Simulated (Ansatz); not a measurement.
# Rb2MnS2: the cost of one run

Program: Ansatz 0.2.0. Level of theory: DFT PBEsol+U (U = 5 eV, J = 0.9 eV on Mn d), plane waves, PAW. These are calculated values, not measurements.

### Step 1. Starting point

The structure is orthorhombic, space group Ibam (No. 72). Conventional cell: a = 7.119 Å, b = 13.140 Å, c = 6.295 Å, α = 90.00°, β = 90.00°, γ = 90.00°. Rb (site symmetry m) has 5 S at 3.30 to 3.46 Å and 2 Mn at 3.51 Å in its first shell of neighbours. Around Mn (site symmetry 222) lie 4 S at 2.45 Å. S (site symmetry m) has 2 Mn at 2.45 Å and 5 Rb at 3.30 to 3.46 Å in its first shell of neighbours.

Structure file:

```
Rb Mn S
1.0
    -3.55950    6.57000    3.14750
     3.55950   -6.57000    3.14750
     3.55950    6.57000   -3.14750
Rb Mn S
4 2 4
Direct
  0.14885 0.34490 0.49375
  0.85115 0.65510 0.50625
  0.35115 0.84490 0.19605
  0.64885 0.15510 0.80395
  0.25000 0.25000 0.00000
  0.75000 0.75000 0.00000
  0.89960 0.18730 0.08690
  0.10040 0.81270 0.91310
  0.60040 0.68730 0.28770
  0.39960 0.31270 0.71230
```

An earlier series on this cell reached its lowest free state from «antiferromagnetic site moments held at first, then free», perhaps among other starts.

### Step 2. No spin polarisation

Input file input.yaml:

```yaml
crystal:
  lattice:
    - [-3.55950012, 6.57000022, 3.14750011]
    - [3.55950012, -6.57000022, 3.14750011]
    - [3.55950012, 6.57000022, -3.14750011]
  atoms:
    - { symbol: Rb, position: [0.14885, 0.3449, 0.49375] }
    - { symbol: Rb, position: [0.85115, 0.6551, 0.50625] }
    - { symbol: Rb, position: [0.35115, 0.8449, 0.19605] }
    - { symbol: Rb, position: [0.64885, 0.1551, 0.80395] }
    - { symbol: Mn, position: [0.25, 0.25, 0.0] }
    - { symbol: Mn, position: [0.75, 0.75, 0.0] }
    - { symbol: S, position: [0.8996, 0.1873, 0.0869] }
    - { symbol: S, position: [0.1004, 0.8127, 0.9131] }
    - { symbol: S, position: [0.6004, 0.6873, 0.2877] }
    - { symbol: S, position: [0.3996, 0.3127, 0.7123] }
basis:
  ecutwfc: 420
  ecutrho_ratio: 4
kpoints:
  mp_grid: { grid: [4, 4, 4] }
hamiltonian:
  xc: pbesol
  hubbard:
    sites:
      - { site: 4, l: d, u: 5.0, j: 0.9 }
      - { site: 5, l: d, u: 5.0, j: 0.9 }
scf:
  occupations: { method: gaussian, width: 0.05 }
  lower_state_search: "off"
  max_iter: 150
output:
  forces: true
  stress: true
  eigenvalues: true
  populations: true
  hubbard: { sites: [{ site: 4, l: d }, { site: 5, l: d }] }
```

Started as:

```bash
$ ansatz run input.yaml --threads 8 --pin off --max-ram 12288MiB --backend cpu --events-out ev --progress --plain --runs-dir out
```

What time and memory should one allow on 8 threads of AMD EPYC 9R45 (Zen 5), shared host?

About 2.5 s, with a peak of 1.4 GiB.
